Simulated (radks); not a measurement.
**Valence configurations of Mn⁺**

An exercise on one series of results from a longer session: the logs are not shown, and one member is left open.

Program: radks (a radial shooting solver on a logarithmic mesh, Libxc functionals) version 1. Level of theory: scalar-relativistic Kohn-Sham, BLYP, spin-unpolarised, spherical densities, finite nucleus. These are calculated values, not measurements, unless marked.

## What is computed

```
element            : manganese (Z = 25)
charge             : +1
electrons          : 24
configuration      : [Ar] 3d5 4s1
nuclear rms radius : 3.7057 fm
others tried       : 3d4 4s2; 3d4.5 4s1 4p0.5; 3d5.5 4s0.5; 3d4 4s1 4p1; 3d5 4p1; 3d3 4s1 4p2; 3d3 4s2 4p1; 3d3.5 4s1.5 4p1; 3d6
```

The outer shells:

Mn⁺
```
[Ar] core
3d [↑ ][↑ ][↑ ][↑ ][↑ ]
4s [↑ ]
```

The first run:

Input:

```text
Z 25
configuration [Ar] 3d5 4s1
relativity scalar-relativistic
functional b88,lyp
spin unpolarised
nucleus finite rms 3.7057 fm
c 137.035999084
```

Steps of the session up to this table: [Ar] 3d5 4s1.

One of the session's tables, all rows but one given; the rest of the session is left out.

It belongs to the step «[Ar] 3d5 4s1». Radial moments (bohr):

| level | <r> | outermost maximum (interpolated) | 90 % within | nodes |
| --- | --- | --- | --- | --- |
| 1s | ? | ? | ? | ? |
| 2s | 0.2795 | 0.232 | 0.433 | 1 |
| 2p | 0.2471 | 0.188 | 0.405 | 0 |
| 3s | 0.8519 | 0.736 | 1.28 | 2 |
| 3p | 0.9045 | 0.751 | 1.40 | 1 |
| 3d | 1.190 | 0.760 | 2.08 | 0 |
| 4s | 2.803 | 2.37 | 4.18 | 3 |

Estimate the missing values for 1s.

**Answer.** <r>: 0.06090; outermost maximum (interpolated): 0.0399; 90 % within: 0.109; nodes: 0. In the column «<r>» it is the lowest.
